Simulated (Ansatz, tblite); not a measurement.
# Spiro-OMeTAD half (C₅₃H₄₂N₂O₄): a ladder of methods and basis sets

Aim: run the singlet of spiro-OMeTAD half (C₅₃H₄₂N₂O₄) at one geometry on many levels, and compare frontier levels, spin and run time.

Computed with Ansatz 0.2.0, Gaussian basis. Level: as each input shows.

Plan: GFN1-xTB, GFN2-xTB, PBE-D4/def2-SVP, r2SCAN-D4/def2-SVP, BHLYP-D4/def2-SVP, PBE0-D4/def2-TZVP, PBE-D4/def2-TZVP, HF/6-31G, B3LYP-D4/6-31G, MP2/def2-SVP.

1 further run of the same task is left out (set aside as unsound or not needed).

**1. The structure**

The singlet was relaxed beforehand with PBE-D4/def2-SVP.

SMILES `COc1ccc(N(c2ccc(OC)cc2)c2ccc3c(c2)C2(c4ccccc4-c4ccccc42)c2cc(N(c4ccc(OC)cc4)c4ccc(OC)cc4)ccc2-3)cc1`, 101 atoms, charge 0, spin multiplicity 1.

Bond lengths: C1–O2 1.412 Å, C1–H60 1.106 Å, C1–H61 1.114 Å, C1–H62 1.114 Å, O2–C3 1.365 Å, C3–C4 1.412 Å, C3–C59 1.409 Å, C4–C5 1.394 Å, C4–H63 1.100 Å, C5–C6 1.415 Å, C5–H64 1.099 Å, C6–N7 1.420 Å, C6–C58 1.408 Å, N7–C8 1.420 Å, N7–C16 1.412 Å, C8–C9 1.408 Å, C8–C15 1.415 Å, C9–C10 1.403 Å and more. Angles: O2–C1–H60 106.6°, O2–C1–H61 112.1°, O2–C1–H62 112.0°, H60–C1–H61 108.8°, H60–C1–H62 108.8°, H61–C1–H62 108.4°, C1–O2–C3 118.1°, O2–C3–C4 116.2°, O2–C3–C59 124.8°, C4–C3–C59 119.0°, C3–C4–C5 120.6°, C3–C4–H63 118.4°, C5–C4–H63 121.0°, C4–C5–C6 120.8°, C4–C5–H64 119.7°, C6–C5–H64 119.5°, C5–C6–N7 120.9°, C5–C6–C58 118.3° and more.

PBE0-D4/def2-SVP was run before; its log isn't repeated, and its numbers join the tables.

**2. GFN1-xTB**

Tight binding, by tblite at 300 K electronic temperature and without a spin-polarisation term:

```python
tblite.interface.Calculator('GFN1-xTB', numbers, positions, charge=0, uhf=0).singlepoint()
```

Energy -4350.2138 eV, HOMO -9.98 eV, LUMO -7.86 eV; 0.72 s.

**3. GFN2-xTB**

Tight binding, by tblite at 300 K electronic temperature and without a spin-polarisation term:

```python
tblite.interface.Calculator('GFN2-xTB', numbers, positions, charge=0, uhf=0).singlepoint()
```

Energy -4273.5326 eV, HOMO -9.02 eV, LUMO -6.82 eV; 0.57 s.

**4. PBE-D4/def2-SVP**

start.molden holds the orbitals of an earlier run on this state, given as this run's starting guess.

File in.yaml:

```yaml
crystal:
  periodic: [false, false, false]
  atoms:
    - {symbol: C, position_ang: [-7.779697, -2.815929, -3.831564]}
    - {symbol: O, position_ang: [-6.708390, -1.901782, -3.935405]}
    - {symbol: C, position_ang: [-6.272872, -1.288392, -2.796698]}
    - {symbol: C, position_ang: [-5.207731, -0.374402, -2.949835]}
    - {symbol: C, position_ang: [-4.700938, 0.316413, -1.850450]}
    - {symbol: C, position_ang: [-5.222754, 0.096627, -0.553175]}
    - {symbol: N, position_ang: [-4.704302, 0.795749, 0.568678]}
    - {symbol: C, position_ang: [-5.593740, 1.276371, 1.565188]}
    - {symbol: C, position_ang: [-6.810259, 1.892230, 1.212757]}
    - {symbol: C, position_ang: [-7.705550, 2.343491, 2.193608]}
    - {symbol: C, position_ang: [-7.383117, 2.206205, 3.559345]}
    - {symbol: O, position_ang: [-8.176855, 2.615420, 4.590825]}
    - {symbol: C, position_ang: [-9.420686, 3.211411, 4.279508]}
    - {symbol: C, position_ang: [-6.157821, 1.602481, 3.918256]}
    - {symbol: C, position_ang: [-5.283118, 1.135023, 2.938164]}
    - {symbol: C, position_ang: [-3.317276, 1.036677, 0.674576]}
    - {symbol: C, position_ang: [-2.833186, 2.251663, 1.223485]}
    - {symbol: C, position_ang: [-1.460508, 2.517370, 1.296580]}
    - {symbol: C, position_ang: [-0.542343, 1.573213, 0.803660]}
    - {symbol: C, position_ang: [-1.031824, 0.354456, 0.268188]}
    - {symbol: C, position_ang: [-2.390319, 0.071357, 0.208366]}
    - {symbol: C, position_ang: [0.122518, -0.517025, -0.223890]}
    - {symbol: C, position_ang: [0.212763, -1.886251, 0.445126]}
    - {symbol: C, position_ang: [0.369902, -2.179424, 1.801289]}
    - {symbol: C, position_ang: [0.458665, -3.526940, 2.195057]}
    - {symbol: C, position_ang: [0.391643, -4.558515, 1.239120]}
    - {symbol: C, position_ang: [0.234319, -4.263805, -0.124761]}
    - {symbol: C, position_ang: [0.146043, -2.919192, -0.521433]}
    - {symbol: C, position_ang: [-0.007697, -2.306667, -1.848195]}
    - {symbol: C, position_ang: [-0.142954, -2.878695, -3.123873]}
    - {symbol: C, position_ang: [-0.288118, -2.031203, -4.233842]}
    - {symbol: C, position_ang: [-0.295920, -0.632306, -4.074729]}
    - {symbol: C, position_ang: [-0.159394, -0.056173, -2.798882]}
    - {symbol: C, position_ang: [-0.015001, -0.898783, -1.694728]}
    - {symbol: C, position_ang: [1.330400, 0.362815, 0.094384]}
    - {symbol: C, position_ang: [2.670024, 0.069961, -0.124602]}
    - {symbol: C, position_ang: [3.656391, 0.997379, 0.293535]}
    - {symbol: N, position_ang: [5.025870, 0.690201, 0.136668]}
    - {symbol: C, position_ang: [5.473876, -0.646411, 0.308506]}
    - {symbol: C, position_ang: [4.944159, -1.461164, 1.328726]}
    - {symbol: C, position_ang: [5.360564, -2.790377, 1.486014]}
    - {symbol: C, position_ang: [6.349700, -3.325001, 0.635919]}
    - {symbol: O, position_ang: [6.830798, -4.600048, 0.708853]}
    - {symbol: C, position_ang: [6.309770, -5.450727, 1.709156]}
    - {symbol: C, position_ang: [6.898948, -2.507384, -0.375472]}
    - {symbol: C, position_ang: [6.459629, -1.194521, -0.544952]}
    - {symbol: C, position_ang: [5.962690, 1.707348, -0.180003]}
    - {symbol: C, position_ang: [7.225888, 1.749263, 0.456343]}
    - {symbol: C, position_ang: [8.155613, 2.735985, 0.130557]}
    - {symbol: C, position_ang: [7.846290, 3.727365, -0.826546]}
    - {symbol: O, position_ang: [8.819514, 4.652852, -1.069510]}
    - {symbol: C, position_ang: [8.564327, 5.650593, -2.037164]}
    - {symbol: C, position_ang: [6.585031, 3.702127, -1.456441]}
    - {symbol: C, position_ang: [5.663314, 2.692810, -1.141297]}
    - {symbol: C, position_ang: [3.249265, 2.216743, 0.892534]}
    - {symbol: C, position_ang: [1.894306, 2.510079, 1.089279]}
    - {symbol: C, position_ang: [0.917206, 1.575375, 0.702681]}
    - {symbol: C, position_ang: [-6.275771, -0.826659, -0.404575]}
    - {symbol: C, position_ang: [-6.808747, -1.504541, -1.511185]}
    - {symbol: H, position_ang: [-7.979927, -3.185214, -4.855128]}
    - {symbol: H, position_ang: [-7.528444, -3.683705, -3.179217]}
    - {symbol: H, position_ang: [-8.703428, -2.334106, -3.435788]}
    - {symbol: H, position_ang: [-4.798649, -0.212181, -3.957734]}
    - {symbol: H, position_ang: [-3.879384, 1.033575, -1.989708]}
    - {symbol: H, position_ang: [-7.063988, 2.011012, 0.148948]}
    - {symbol: H, position_ang: [-8.646631, 2.814428, 1.877983]}
    - {symbol: H, position_ang: [-9.299536, 4.151695, 3.693743]}
    - {symbol: H, position_ang: [-10.082320, 2.521278, 3.706053]}
    - {symbol: H, position_ang: [-9.904811, 3.452043, 5.244874]}
    - {symbol: H, position_ang: [-5.923282, 1.494282, 4.987659]}
    - {symbol: H, position_ang: [-4.339084, 0.651020, 3.229323]}
    - {symbol: H, position_ang: [-3.556217, 2.998323, 1.581795]}
    - {symbol: H, position_ang: [-1.112644, 3.473714, 1.716887]}
    - {symbol: H, position_ang: [-2.747832, -0.880488, -0.210022]}
    - {symbol: H, position_ang: [0.423888, -1.368616, 2.544096]}
    - {symbol: H, position_ang: [0.580001, -3.777984, 3.260307]}
    - {symbol: H, position_ang: [0.461410, -5.607802, 1.565395]}
    - {symbol: H, position_ang: [0.183771, -5.073800, -0.868654]}
    - {symbol: H, position_ang: [-0.138911, -3.971957, -3.253395]}
    - {symbol: H, position_ang: [-0.397066, -2.464535, -5.240014]}
    - {symbol: H, position_ang: [-0.411296, 0.015572, -4.957501]}
    - {symbol: H, position_ang: [-0.167969, 1.036994, -2.668520]}
    - {symbol: H, position_ang: [2.967991, -0.876179, -0.598731]}
    - {symbol: H, position_ang: [4.177427, -1.053201, 2.002975]}
    - {symbol: H, position_ang: [4.909329, -3.395529, 2.283746]}
    - {symbol: H, position_ang: [6.826971, -6.422283, 1.597640]}
    - {symbol: H, position_ang: [6.501144, -5.057163, 2.733809]}
    - {symbol: H, position_ang: [5.213219, -5.610293, 1.592449]}
    - {symbol: H, position_ang: [7.665659, -2.938787, -1.035532]}
    - {symbol: H, position_ang: [6.882539, -0.574491, -1.348708]}
    - {symbol: H, position_ang: [7.474235, 0.988456, 1.211232]}
    - {symbol: H, position_ang: [9.140764, 2.772237, 0.619459]}
    - {symbol: H, position_ang: [7.694584, 6.290626, -1.759977]}
    - {symbol: H, position_ang: [8.374291, 5.215558, -3.045382]}
    - {symbol: H, position_ang: [9.471781, 6.282494, -2.085089]}
    - {symbol: H, position_ang: [6.312165, 4.453923, -2.210014]}
    - {symbol: H, position_ang: [4.687452, 2.670348, -1.649315]}
    - {symbol: H, position_ang: [4.018509, 2.931875, 1.217497]}
    - {symbol: H, position_ang: [1.606383, 3.459344, 1.567124]}
    - {symbol: H, position_ang: [-6.691353, -1.012613, 0.596467]}
    - {symbol: H, position_ang: [-7.633284, -2.212654, -1.352785]}
basis:
  gaussian: {orbitals: def2-SVP, fitting: {mean_field: def2-universal-jkfit}, initial_orbitals: start.molden}
hamiltonian: {xc: pbe, dispersion: d4}
scf: {omitted_lower_state_checks: [starts]}
output: {forces: true, orbitals: {seedname: orbitals}}
```

Started as:

```
> ansatz run in.yaml --threads 10 --pin off --events-out ev --progress --plain --max-ram 110592MiB --backend cuda --devices 0, --max-vram 75GiB
```

The runs that follow: r2SCAN-D4/def2-SVP; BHLYP-D4/def2-SVP; PBE0-D4/def2-TZVP; PBE-D4/def2-TZVP; HF/6-31G; B3LYP-D4/6-31G; MP2/def2-SVP.

Before running them: what should the planned runs give, taken together? Wanted: gap in def2-SVP, named functionals, smallest and largest; correlation energy, MP2/def2-SVP; binding an atom, functionals in def2-SVP; PBE0 total energy, smallest basis above largest.

**Answer**, as computed:

| quantity | value |
| --- | --- |
| gap in def2-SVP, named functionals, smallest and largest | 2.11 eV (PBE-D4), 5.36 eV (BHLYP-D4) |
| correlation energy, MP2/def2-SVP | -217.75 eV |
| binding an atom, functionals in def2-SVP | 5.08 (BHLYP-D4) to 5.49 eV (PBE-D4) |
| PBE0 total energy, smallest basis above largest | 69.72 eV (def2-SVP, def2-TZVP) |

What this shows: Over the named functionals in def2-SVP the gap runs from 2.11 eV (PBE-D4) to 5.36 eV (BHLYP-D4); exact exchange widens it.
